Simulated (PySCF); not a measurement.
**SrTe: from the state search to spectroscopic constants**

What are the lowest state that PBE0 finds, the bond length, vibrational wavenumber and bond energy of SrTe, and how much do these hang on the method?

Computed with PySCF 2.14.0. Level: Sr def2-SVP with ECP28, Te def2-SVP with ECP28, scalar-relativistic core potentials.

## (1) Set-up

Settings of the job:

* atoms: Sr, Te
* charge: 0
* basis: Sr def2-SVP with ECP28, Te def2-SVP with ECP28
* Hamiltonian: scalar-relativistic core potentials
* basis functions: 49
* electrons treated: 34
* masses in u: 87.9056, 129.9062
* levels: PBE0, PBE, r²SCAN, r²SCANh, TPSS, BP86, LC-ωPBE, HF, MP2, SCS-MP2, CCSD, CCSD(T)
* grid: 80 radial by 434 angular points
* occupations: held fixed by the projection of orbital angular momentum
* dissociation limit: Sr + Te, each in its ground configuration
* starting distance in angstrom: 3.030
* values of 2S to try: 0, 2

The run is started by

```sh
$ OMP_NUM_THREADS=1 python dia.py task.json out
```

After this run come: The PBE0 curve of the state that the search chose; Excited determinants; PBE (GGA); r²SCAN (meta-GGA); r²SCANh; TPSS (meta-GGA); BP86; LC-ωPBE; RHF; Adding correlation.

Q: Predict the outcome of this session. Wanted: for each run, Re; ωe; De; μ.

As calculated:

Lowest PBE0 solution found, without spin–orbit coupling: ¹Σ⁺ (singlet), closed shell. State 2 has its PBE0 minimum 0.67 eV higher. State 3 has its PBE0 minimum 0.69 eV higher, as a spin-mixed determinant (⟨S²⟩ = 1.00), so this is no gap between pure states. State 4 has its PBE0 minimum 1.31 eV higher. The other levels ran on the lowest alone.

| level | Re (Å) | ωe (cm⁻¹) | De (eV) | μ (D) |
| --- | --- | --- | --- | --- |
| RHF | 2.852 | 222.3 | 1.06 | -13.78 |
| RHF-MP2 | 2.857 | 209.3 | 2.10 | n/a |
| RHF-SCS-MP2 | 2.863 | 206.9 | 1.92 | n/a |
| RHF-CCSD | 2.860 | 209.9 | 1.79 | n/a |
| RHF-CCSD(T) | 2.876 | 202.8 | 1.96 | n/a |
| PBE | 2.813 | 217.9 | 2.95 | -9.52 |
| BP86 | 2.813 | 218.0 | 2.91 | -9.55 |
| TPSS | 2.812 | 221.3 | 3.08 | -10.18 |
| r²SCAN | 2.805 | 225.8 | 3.01 | -10.65 |
| r²SCANh | 2.801 | 227.7 | 2.91 | -10.97 |
| PBE0 | 2.798 | 226.5 | 2.75 | -10.80 |
| LC-ωPBE | 2.776 | 240.4 | 2.53 | -12.98 |

De is counted to Sr + Te in their ground configurations. A positive dipole means Sr(−)Te(+).

In words: The methods spread over 0.100 Å in bond length, from LC-ωPBE to RHF-CCSD(T). Among the levels with a De in the table, it runs from 1.06 eV (RHF) to 3.08 eV (TPSS).

Correlated steps freeze 4 core orbitals. These are scalar-relativistic numbers at best; spin–orbit coupling would shift them, the dissociation energy most. T1 is 0.032 near the minimum (highest on the curve 0.032), which may point to more than one leading configuration.
